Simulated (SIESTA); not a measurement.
The system is DyAgB4F16.

```
Dy Ag B F
1.0
     5.40539   -0.12478   -0.02960
     0.15132    6.87214    0.16225
     0.52959    1.25889    9.42097
Dy Ag B F
1 1 4 16
Direct
  0.51926 0.02752 0.47238
  0.00308 0.96247 0.98684
  0.98119 0.21513 0.31959
  0.55178 0.22688 0.79930
  0.47337 0.81347 0.22481
  0.99486 0.73882 0.66272
  0.19674 0.24063 0.39809
  0.91781 0.00730 0.35012
  0.01586 0.28058 0.17896
  0.77162 0.30239 0.38449
  0.47614 0.41013 0.81522
  0.80733 0.19785 0.81155
  0.42093 0.07423 0.88754
  0.50163 0.19842 0.64733
  0.25481 0.75420 0.17645
  0.46718 0.02640 0.22928
  0.49267 0.73816 0.37648
  0.68047 0.76644 0.14835
  0.00443 0.57478 0.60200
  0.19811 0.87672 0.59928
  0.00419 0.71679 0.80764
  0.76655 0.85071 0.62158
```

The cell was built by a generator and needn't be a form met in nature.

Base run:

| Quantity | Value |
| --- | --- |
| Program | SIESTA 5.4.2 |
| Functional | PBEsol |
| Potentials or basis | PseudoDojo 0.4 standard with PseudoDojo 3+ lanthanides (4f in the core) (PBE and PBEsol files) |
| Basis | DZP (energy shift 0.003 Ry; two zetas on semicore shells) |
| Grid cutoff | 800 Ry |
| Energy shift | 0.003 Ry |
| k mesh | 5 × 4 × 3 |
| Occupations | fermi-dirac, width 0.05 eV |
| Spin | collinear spin, ferromagnetic start |
| Starting moments | [5.0, 0.0, 0.0, 0.0, 0.0, 0.0, 0.0, 0.0, 0.0, 0.0, 0.0, 0.0, 0.0, 0.0, 0.0, 0.0, 0.0, 0.0, 0.0, 0.0, 0.0, 0.0] μB |

Its results: band gap on the k mesh 4.27 eV, indirect (least direct gap 4.30 eV); pressure -1.4 GPa; net moment 0.00 μB per cell; largest force 0.433 eV/Å.

Q: After a change of settings the same cell gave: band gap on the k mesh 4.39 eV, indirect (least direct gap 4.42 eV); pressure -0.6 GPa; net moment 0.00 μB per cell; largest force 0.547 eV/Å. Which change was it?
A. functional from PBEsol to AM05
B. functional from PBEsol to LDA; potentials or basis from PseudoDojo 0.4 standard with PseudoDojo 3+ lanthanides (4f in the core) (PBE and PBEsol files) to PseudoDojo 0.4 standard with PseudoDojo 3+ lanthanides (4f in the core) (PBE and LDA files)
C. functional from PBEsol to RPBE; potentials or basis from PseudoDojo 0.4 standard with PseudoDojo 3+ lanthanides (4f in the core) (PBE and PBEsol files) to PseudoDojo 0.4 standard with PseudoDojo 3+ lanthanides (4f in the core) (PBE files)
D. functional from PBEsol to BLYP; potentials or basis from PseudoDojo 0.4 standard with PseudoDojo 3+ lanthanides (4f in the core) (PBE and PBEsol files) to PseudoDojo 0.4 standard with PseudoDojo 3+ lanthanides (4f in the core) (PBE files)

A: A.

Caveats: the magnetic or orbital state may not be the lowest; the potentials were made for another functional, which shifts forces and pressure; short orbitals over semicore shells can move pressures by several GPa; spin-orbit coupling is left out, which moves the levels of the heavy elements; the 4f electrons are frozen in the core as for a trivalent ion, so they carry no moment and show no levels; the basis of atomic orbitals isn't converged, which shifts pressures, moduli and gaps.

Runs at the PBE level aren't shown here.
